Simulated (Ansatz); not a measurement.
# AlH9N2Si2: the cost of one run

Program: Ansatz 0.2.0. Level of theory: RKS PBE-D4/6-31G*. These are calculated values, not measurements.

### 1 Starting point

Bond lengths: N1–Si2 1.727 Å, Si2–N3 1.774 Å, N3–Al4 1.894 Å, N3–Si5 1.816 Å, N1–H6 1.061 Å, N1–H7 1.058 Å, Si2–H8 1.437 Å, Si2–H9 1.513 Å, Al4–H10 1.550 Å, Al4–H11 1.637 Å, Si5–H12 1.508 Å, Si5–H13 1.424 Å, Si5–H14 1.463 Å. Angles (14 of 21 angles, heavy atoms first): N1–Si2–N3 108.9°, Si2–N3–Al4 112.1°, Si2–N3–Si5 107.8°, Al4–N3–Si5 105.4°, N1–Si2–H8 111.1°, N1–Si2–H9 107.7°, N3–Si2–H8 109.0°, N3–Si2–H9 110.1°, Si2–N1–H6 111.7°, Si2–N1–H7 109.8°, N3–Al4–H10 121.7°, N3–Al4–H11 116.7°, N3–Si5–H12 109.1°, N3–Si5–H13 108.9°.

Coordinates:

```xyz
14

N    -1.8369    1.6812    0.4831
Si   -0.9893    0.2147    0.8174
N     0.5993    0.2780    0.0302
Al    0.4722    0.0753   -1.8482
Si    1.5599   -1.1518    0.6045
H    -1.2419    2.5346    0.6896
H    -2.0315    1.7543   -0.5542
H    -1.7120   -0.9238    0.3223
H    -0.8225    0.1111    2.3177
H     0.9278    1.1932   -2.8207
H    -0.3451   -1.2341   -2.3929
H     1.7633   -1.0439    2.0950
H     2.8319   -1.1416   -0.0362
H     0.8117   -2.3765    0.3213
```

### 2 End point A

Input file input.yaml:

```yaml
crystal:
  periodic: [false, false, false]
  atoms:
    - { symbol: "N", position_ang: [-1.8369, 1.6812, 0.4831] }
    - { symbol: Si, position_ang: [-0.9893, 0.2147, 0.8174] }
    - { symbol: "N", position_ang: [0.5993, 0.278, 0.0302] }
    - { symbol: Al, position_ang: [0.4722, 0.0753, -1.8482] }
    - { symbol: Si, position_ang: [1.5599, -1.1518, 0.6045] }
    - { symbol: H, position_ang: [-1.2419, 2.5346, 0.6896] }
    - { symbol: H, position_ang: [-2.0315, 1.7543, -0.5542] }
    - { symbol: H, position_ang: [-1.712, -0.9238, 0.3223] }
    - { symbol: H, position_ang: [-0.8225, 0.1111, 2.3177] }
    - { symbol: H, position_ang: [0.9278, 1.1932, -2.8207] }
    - { symbol: H, position_ang: [-0.3451, -1.2341, -2.3929] }
    - { symbol: H, position_ang: [1.7633, -1.0439, 2.095] }
    - { symbol: H, position_ang: [2.8319, -1.1416, -0.0362] }
    - { symbol: H, position_ang: [0.8117, -2.3765, 0.3213] }
basis:
  gaussian: { orbitals: "6-31G*" }
hamiltonian:
  xc: pbe
  dispersion: d4
relax:
  f_tol: 0.015
  max_steps: 40
```

Started as:

```bash
> ansatz run input.yaml --threads 2 --pin off --max-ram 3072MiB --backend cpu --events-out ev --progress --plain --runs-dir out
```

What time and memory should one allow on 2 threads of Intel Xeon Platinum 8375C at 2.90GHz (Ice Lake), shared host?

About 63 s, with a peak of 0.18 GiB.
